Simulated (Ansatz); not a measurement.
# AlN2O2: the cost of one run

Method: DFT PBE, scalar-relativistic, plane waves, PAW, in Ansatz 0.2.0.

1 further run of the same task is left out (it didn't finish).

## Step 1: The structure to begin with

Symmetry: I4/mmm, No. 139, tetragonal system. Conventional cell: a = 3.500 Å, b = 3.500 Å, c = 8.203 Å, α = 90.00°, β = 90.00°, γ = 90.00°. Al (site symmetry 4/mmm) is surrounded by 8 O at 2.67 Å and 8 N at 2.70 Å. Around N (site symmetry -4m2) lie 4 O at 2.03 Å and 4 N at 2.47 Å and 4 Al at 2.70 Å. O (site symmetry 4mm) is surrounded by 1 O at 2.03 Å and 4 N at 2.03 Å and 4 Al at 2.67 Å.

Structure file:

```cif
data_structure
_symmetry_space_group_name_H-M 'I4/mmm'
_symmetry_Int_Tables_number 139
_cell_length_a 3.4996
_cell_length_b 3.4996
_cell_length_c 8.2032
_cell_angle_alpha 90.000
_cell_angle_beta 90.000
_cell_angle_gamma 90.000
_cell_volume 100.47
loop_
_atom_site_label
_atom_site_type_symbol
_atom_site_symmetry_multiplicity
_atom_site_Wyckoff_symbol
_atom_site_fract_x
_atom_site_fract_y
_atom_site_fract_z
_atom_site_occupancy
Al1 Al 2 a 0.00000 0.00000 0.00000 1
N1 N 4 d 0.00000 0.50000 0.25000 1
O1 O 4 e 0.50000 0.50000 0.12379 1
```

A structure generator made this guess: species swapped into a database cell of SrAs2Pd2 (I4/mmm, No. 139), with Al on the Sr sites, O on the As sites and N on the Pd sites. Lengths come from tabulated atomic sizes and are only a guess.

## Step 2: Probe: one point on a coarse mesh

Input file input.yaml:

```yaml
crystal:
  lattice:
    - [-1.74982409, 1.74982409, 4.10161374]
    - [1.74982409, -1.74982409, 4.10161374]
    - [1.74982409, 1.74982409, -4.10161374]
  atoms:
    - { symbol: Al, position: [0.0, 0.0, 0.0] }
    - { symbol: "N", position: [0.75, 0.25, 0.5] }
    - { symbol: "N", position: [0.25, 0.75, 0.5] }
    - { symbol: O, position: [0.62379277, 0.62379277, 0.0] }
    - { symbol: O, position: [0.37620723, 0.37620723, 0.0] }
basis:
  ecutwfc: 420
kpoints:
  mp_grid: { grid: [8, 8, 8] }
hamiltonian:
  xc: pbe
scf:
  occupations: { method: gaussian, width: 0.1 }
  lower_state_search: "off"
output:
  forces: true
  stress: true
  eigenvalues: true
```

Command:

```bash
> ansatz run input.yaml --threads 1 --pin off --max-ram 2560MiB --backend cpu --events-out ev --progress --plain --runs-dir out
```

**Question.** How long does this run take on 1 thread of Intel Xeon 6975P-C (Granite Rapids), shared host, and how much memory does it need?

About 1.8 s, with a peak of 0.42 GiB.
